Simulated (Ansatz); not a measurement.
# La2Fe2S2O3: the cost of one run

Method: DFT PBE, scalar-relativistic, plane waves, PAW, in Ansatz 0.2.0.

### Step 1. The starting structure

Symmetry: I4/mmm, No. 139, tetragonal system. The conventional cell has a = 4.048 Å, b = 4.048 Å, c = 18.184 Å, α = 90.00°, β = 90.00°, γ = 90.00°. La (site symmetry 4mm) is surrounded by 4 O at 2.37 Å. Around Fe (site symmetry mmm) lie 2 O at 2.02 Å and 4 S at 2.66 Å. S (site symmetry 4mm) has 4 Fe at 2.66 Å as nearest neighbours. O (site symmetry -4m2) has 4 La at 2.37 Å as nearest neighbours. O (site symmetry 4/mmm) is surrounded by 4 Fe at 2.02 Å.

Coordinates:

```xyz
9
Lattice="-2.0239 2.0239 9.0922 2.0239 -2.0239 9.0922 2.0239 2.0239 -9.0922" Properties=species:S:1:pos:R:3 pbc="T T T"
La    0.0000    0.0000    3.3060
La    0.0000    0.0000   14.8785
Fe    0.0000    2.0239    0.0000
Fe    2.0239    0.0000    0.0000
S     0.0000    0.0000    7.3632
S     0.0000    0.0000   10.8213
O     0.0000    2.0239    4.5461
O     2.0239    0.0000    4.5461
O     0.0000    0.0000    0.0000
```

The moments start at Fe 4.00 μB.

### Step 2. First run, at the start cell

Input file input.yaml:

```yaml
crystal:
  lattice:
    - [-2.023877, 2.023877, 9.092222]
    - [2.023877, -2.023877, 9.092222]
    - [2.023877, 2.023877, -9.092222]
  atoms:
    - { symbol: La, position: [0.181801, 0.181801, 0.0] }
    - { symbol: La, position: [0.818199, 0.818199, 0.0] }
    - { symbol: Fe, position: [0.5, 0.0, 0.5], spin: 4.0 }
    - { symbol: Fe, position: [0.0, 0.5, 0.5], spin: 4.0 }
    - { symbol: S, position: [0.404915, 0.404915, 0.0] }
    - { symbol: S, position: [0.595085, 0.595085, 0.0] }
    - { symbol: O, position: [0.75, 0.25, 0.5] }
    - { symbol: O, position: [0.25, 0.75, 0.5] }
    - { symbol: O, position: [0.0, 0.0, 0.0] }
basis:
  ecutwfc: 420
  ecutrho_ratio: 4
kpoints:
  mp_grid: { grid: [8, 8, 8] }
hamiltonian:
  xc: pbe
scf:
  occupations: { method: gaussian, width: 0.05 }
output:
  forces: true
  stress: true
  eigenvalues: true
  populations: true
magnetization:
  spin_polarized: true
relax:
  f_tol: 0.03
  max_steps: 60
  cell: { stress_tol: 0.3 }
```

Started as:

```bash
> ansatz run input.yaml --threads 4 --pin off --max-ram 10240MiB --backend cpu --events-out ev --progress --plain --runs-dir out
```

Q: Estimate wall time and peak memory on 4 threads of Arm Neoverse V1, shared host.

About 2.5 min, with a peak of 1.1 GiB.
